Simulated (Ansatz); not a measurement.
# BaTiO3: the cost of one run

All numbers are computed with Ansatz 0.2.0, driven from Python. The levels of theory stand in the script.

### 1 The system

Symmetry: Pm-3m, No. 221, cubic system. Conventional cell: a = 4.006 Å, b = 4.006 Å, c = 4.006 Å, α = 90.00°, β = 90.00°, γ = 90.00°. Ba (site symmetry m-3m) has 12 O at 2.83 Å in its first shell of neighbours. Around Ti (site symmetry m-3m) lie 6 O at 2.00 Å. O (site symmetry 4/mmm) is surrounded by 2 Ti at 2.00 Å and 4 Ba at 2.83 Å.

batio3.extxyz, read by the script:

```xyz
5
Lattice="4.006 0.0 0.0 0.0 4.006 0.0 0.0 0.0 4.006" Properties=species:S:1:pos:R:3 pbc="T T T"
Ba    2.00300000    2.00300000    2.00300000
Ti    0.00000000    0.00000000    0.00000000
O     2.00300000    0.00000000    0.00000000
O     0.00000000    2.00300000    0.00000000
O     0.00000000    0.00000000    2.00300000
```

### 2 The script

batio3_lattice.py

```python
"""Relaxed cell of BaTiO3 under several functionals."""

import ansatz as az
import numpy as np

def edges_and_angles(cell):
    cell = np.asarray(cell)
    a, b, c = np.linalg.norm(cell, axis=1)
    cosines = cell[1] @ cell[2] / (b * c), cell[0] @ cell[2] / (a * c), cell[0] @ cell[1] / (a * b)
    return (a, b, c, *np.degrees(np.arccos(cosines)))


def main() -> None:
    system = az.Crystal.from_extxyz("batio3.extxyz")

    calc = (
        system.calculation()
        .occupations("Fixed")  # whole-number filling, right only where there is a gap
        .scf(tolerance=1e-07, self_checks="high")
        .kpoints(density=1.8)  # sampling of the Brillouin zone
        .initial_density(normalization="cell")
        .relax(cell=True)  # relax until the tolerances are met
    )

    levels = [("r2scan", "none"), ("r2scan", "rvv10"), ("r2scan", "d4")]
    print("level            a       b       c    alpha   beta  gamma  V/atom  steps")
    for name, dispersion in levels:
        seen = []
        run = calc.functional(name, dispersion=dispersion).session().plan()
        result = run.execute(on_event=lambda e: seen.append(e) if e["event"] == "relax_step" else None)
        cell = result.lattice.cell_ang
        label = name if dispersion == "none" else f"{name}+{dispersion}"
        print("{:13s} {:7.4f} {:7.4f} {:7.4f} {:6.2f} {:6.2f} {:6.2f}".format(label, *edges_and_angles(cell)), f"{abs(np.linalg.det(cell)) / len(result.lattice.sites):7.3f} {len(seen):5d}")


if __name__ == "__main__":
    main()
```

### 3 What the engine is handed

The engine receives this input (first run):

```yaml
crystal:
  lattice:
    - [4.006, 0.0, 0.0]
    - [0.0, 4.006, 0.0]
    - [0.0, 0.0, 4.006]
  atoms:
    - { symbol: Ba, position: [0.5, 0.5, 0.5] }
    - { symbol: Ti, position: [0.0, 0.0, 0.0] }
    - { symbol: O, position: [0.5, 0.0, 0.0] }
    - { symbol: O, position: [0.0, 0.5, 0.0] }
    - { symbol: O, position: [0.0, 0.0, 0.5] }
kpoints:
  mp_grid:
    kspacing: 0.5555555555555556
hamiltonian:
  xc: r2scan
  dispersion: none
scf:
  self_checks: high
  convergence:
    dr2_threshold: 1.0e-07
  occupations:
    method: fixed
  initial_density:
    normalization: cell
relax:
  cell: {}
```

### 4 Launch

On the command line:

```
> python batio3_lattice.py
```

Q: Estimate wall time and peak memory on 1 thread of Arm Neoverse V1, shared host.

About 40 s, with a peak of 0.64 GiB.
